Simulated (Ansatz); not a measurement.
## CdO2 and its elements: a formation energy from the elements, step by step

Program: Ansatz 0.2.0 through its Python package.

Interactive session:
```pycon
>>> from collections import Counter
>>> import warnings
>>> import ansatz
>>> import numpy as np
>>> PHASES = {
...     "CdO2": (
...         [(3.47623, 0.0, 0.0), (-1.73811, 3.0105, 0.0), (0.0, 0.0, 4.14808)],
...         [
...             ("Cd", (0.0, 0.0, 0.0)),
...             ("O", (2 / 3, 1 / 3, 0.75578)),
...             ("O", (1 / 3, 2 / 3, 0.24422)),
...         ],
...     ),
...     "Cd": (
...         [(2.97887, 0.0, 0.0), (-1.48944, 2.57978, 0.0), (0.0, 0.0, 5.61765)],
...         [
...             ("Cd", (1 / 3, 2 / 3, 0.25)),
...             ("Cd", (2 / 3, 1 / 3, 0.75)),
...         ],
...     ),
...     "O2": (
...         [(9.0, 0.0, 0.0), (0.0, 9.5, 0.0), (0.0, 0.0, 10.0)],
...         [
...             ("O", (0.5, 0.5, 0.4385)),
...             ("O", (0.5, 0.5, 0.5615)),
...         ],
...     ),
... }
>>> def build(vectors, sites):
...     crystal = ansatz.Crystal(lattice=ansatz.Lattice.of(vectors))
...     for symbol, position in sites:
...         crystal = crystal.atom(symbol, position)
...     return crystal
...
>>> POLARISED = {"O2"}
>>> GASES = {"O2"}
>>> def solve(name, crystal):
...     calc = (
...         crystal.calculation()
...         .functional(ansatz.Functional.PBESOL)
...         .basis(500)
...         .kpoints(spacing=0.14)
...         .occupations("fermi_dirac", width=0.05)
...         .stress()
...     )
...     if name in POLARISED:
...         calc = calc.spin("collinear")
...     if name in GASES:
...         return calc.kpoints(1, 1, 1).relax(force_tolerance=0.02, max_steps=60).run(threads=1, pin="off")
...     calc = calc.relax(force_tolerance=0.02, max_steps=60, cell=True)
...     return calc.run(threads=1, pin="off")
...
>>> def counts(outcome):
...     return Counter(site.symbol for site in outcome.lattice.sites)
...
>>> def formation_energy(outcome, mu):
...     n = counts(outcome)
...     return (outcome.report["energy_sigma0_ev"] - sum(k * mu[element] for element, k in n.items())) / sum(n.values())
...
>>> def volume_per_atom(outcome):
...     return abs(np.linalg.det(outcome.lattice.cell_ang)) / len(outcome.lattice.sites)
...
>>> warnings.simplefilter("ignore", ansatz.DeckWarning)
>>> phases = {name: build(*cell) for name, cell in PHASES.items()}
>>> phases["O2"] = phases["O2"].moments(O=1.0)
>>> done = {name: solve(name, crystal) for name, crystal in phases.items()}
>>> # energy of one atom in its reference phase
>>> references = {"Cd": "Cd", "O": "O2"}
>>> mu = {element: done[name].report["energy_sigma0_ev"] / len(done[name].lattice.sites) for element, name in references.items()}
>>> target = done["CdO2"]
>>> heat = formation_energy(target, mu)
>>> rows = [(name, len(o.lattice.sites), volume_per_atom(o), formation_energy(o, mu)) for name, o in done.items()]
>>> print("     phase       atoms  V (A^3/atom)  E_form (eV/atom)")
     phase       atoms  V (A^3/atom)  E_form (eV/atom)
>>> for row in rows:
...     print(f"{str(row[0]):>10}  {row[1]:10d}  {row[2]:12.3f}  {row[3]:16.4f}")
...
      CdO2           3        11.667           -0.0052
        Cd           2        21.051            0.0000
        O2           2       427.500            0.0000
```

Other magnetic orders than the one started from may lie lower. For the metals among these phases the mesh is modest: differences between phases can be off by up to 40 meV an atom. The program warned that this SCF threshold is loose for forces or stresses. The cells come from databases of deposited and of computed structures, and not all need be stable phases. The compound is the structure given, not necessarily its lowest; energies are at zero temperature, with no correction for gases. Magnetic phases start from parallel moments and may not end in their lowest magnetic state. A semilocal functional's error on such energies is often 0.05 to 0.1 eV an atom, and 0.1 to 0.3 eV against gases such as O2 or F2. The script silences the warnings on its input, which a real study should read. Hardware and time: 3.1 min on 1 thread of Arm Neoverse V1 (shared host), peak memory 0.91 GiB.
